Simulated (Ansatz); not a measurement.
# Os2PdF: the cost of one run

Program: Ansatz 0.2.0. Level of theory: DFT PBE, scalar-relativistic, plane waves, PAW. These are calculated values, not measurements.

## Step 1: Starting point

It takes space group R-3m (No. 166, trigonal). Conventional cell: a = 3.194 Å, b = 3.194 Å, c = 15.635 Å, α = 90.00°, β = 90.00°, γ = 120.00°. Pd (site symmetry -3m) is surrounded by 8 Os at 2.76 to 3.16 Å. Os (site symmetry 3m) has 3 F at 1.92 Å and 3 Os at 2.15 Å as nearest neighbours. Around F (site symmetry -3m) lie 6 Os at 1.92 Å.

Structure file:

```
Pd Os F
1.0
     1.59688    0.92196    5.21175
    -1.59688    0.92196    5.21175
     0.00000   -1.84391    5.21175
Pd Os F
1 2 1
Cartesian
  0.0000 0.0000 0.0000
  0.0000 0.0000 12.4793
  0.0000 0.0000 3.1559
  0.0000 0.0000 7.8176
```

The cell is invented: close-packed metal layers stacked AB|C, with sites between them filled layer by layer (R-3m, No. 166). The dimensions are guesses.

## Step 2: Probe: one point on a coarse mesh

input.yaml reads:

```yaml
crystal:
  lattice:
    - [1.59687595, 0.92195676, 5.21175118]
    - [-1.59687595, 0.92195676, 5.21175118]
    - [0.0, -1.84391352, 5.21175118]
  atoms:
    - { symbol: Pd, position: [0.0, 0.0, 0.0] }
    - { symbol: Os, position: [0.79815417, 0.79815417, 0.79815417], spin: 1.0 }
    - { symbol: Os, position: [0.20184583, 0.20184583, 0.20184583], spin: 1.0 }
    - { symbol: F, position: [0.5, 0.5, 0.5] }
basis:
  ecutwfc: 420
kpoints:
  mp_grid: { grid: [6, 6, 6] }
hamiltonian:
  xc: pbe
scf:
  occupations: { method: gaussian, width: 0.1 }
  lower_state_search: "off"
output:
  forces: true
  stress: true
  eigenvalues: true
  populations: true
magnetization:
  spin_polarized: true
```

Started as:

```console
$ ansatz run input.yaml --threads 1 --pin off --max-ram 2560MiB --backend cpu --events-out ev --progress --plain --runs-dir out
```

**Question.** How long does this run take on 1 thread of Arm Neoverse V1, shared host, and how much memory does it need?

About 10 s, with a peak of 0.37 GiB.
